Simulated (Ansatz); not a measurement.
# SiNi2: the cost of one run

Computed with Ansatz 0.2.0 (DFT LDA, scalar-relativistic, plane waves, PAW, unless a step's input says otherwise).

### Step 1. Starting point

The structure is orthorhombic, space group Pnma (No. 62). Conventional cell: a = 4.990 Å, b = 3.720 Å, c = 7.030 Å, α = 90.00°, β = 90.00°, γ = 90.00°. Si (site symmetry m) has 10 Ni at 2.28 to 2.71 Å as nearest neighbours. Ni (site symmetry m) is surrounded by 5 Si at 2.34 to 2.57 Å and 8 Ni at 2.53 to 2.71 Å. Ni (site symmetry m) has 5 Si at 2.28 to 2.71 Å and 8 Ni at 2.53 to 2.71 Å as nearest neighbours.

Structure file:

```
CELL_PARAMETERS angstrom
4.99000 0.00000 0.00000
0.00000 3.72000 0.00000
0.00000 0.00000 7.03000
ATOMIC_POSITIONS crystal
Si 0.28600 0.75000 0.61400
Si 0.71400 0.25000 0.38600
Si 0.21400 0.25000 0.11400
Si 0.78600 0.75000 0.88600
Ni 0.95800 0.75000 0.20300
Ni 0.04200 0.25000 0.79700
Ni 0.54200 0.25000 0.70300
Ni 0.45800 0.75000 0.29700
Ni 0.82500 0.75000 0.56300
Ni 0.17500 0.25000 0.43700
Ni 0.67500 0.25000 0.06300
Ni 0.32500 0.75000 0.93700
```

The structure rests on an entry of the Crystallography Open Database; cell or positions may have been set otherwise for this series.

### Step 2. Relaxing cell and atoms: SiNi2, no spin

The input, input.yaml:

```yaml
crystal:
  lattice:
    - [4.99, 0.0, 0.0]
    - [0.0, 3.72, 0.0]
    - [0.0, 0.0, 7.03]
  atoms:
    - { symbol: Si, position: [0.286, 0.75, 0.614] }
    - { symbol: Si, position: [0.714, 0.25, 0.386] }
    - { symbol: Si, position: [0.214, 0.25, 0.114] }
    - { symbol: Si, position: [0.786, 0.75, 0.886] }
    - { symbol: Ni, position: [0.958, 0.75, 0.203] }
    - { symbol: Ni, position: [0.042, 0.25, 0.797] }
    - { symbol: Ni, position: [0.542, 0.25, 0.703] }
    - { symbol: Ni, position: [0.458, 0.75, 0.297] }
    - { symbol: Ni, position: [0.825, 0.75, 0.563] }
    - { symbol: Ni, position: [0.175, 0.25, 0.437] }
    - { symbol: Ni, position: [0.675, 0.25, 0.063] }
    - { symbol: Ni, position: [0.325, 0.75, 0.937] }
scf:
  occupations: { method: gaussian, width: 0.1 }
output:
  forces: true
  stress: true
  eigenvalues: true
  write_density: true
  write_potential: true
  elf: true
  volumetric_format: npy
kpoints:
  mp_grid: { grid: [10, 12, 6] }
hamiltonian:
  xc: lda
  pseudopotentials: { kind: paw, azcp: { folder: soft_1 } }
relax:
  f_tol: 0.003
  max_steps: 60
  cell: { stress_tol: 0.02 }
```

Command:

```bash
$ ansatz run input.yaml --threads 8 --pin off --max-ram 16384MiB --backend cpu --events-out ev --progress --plain --runs-dir out
```

Q: Estimate wall time and peak memory on 8 threads of Arm Neoverse N1, shared host.

About 4.3 min, with a peak of 1.9 GiB.
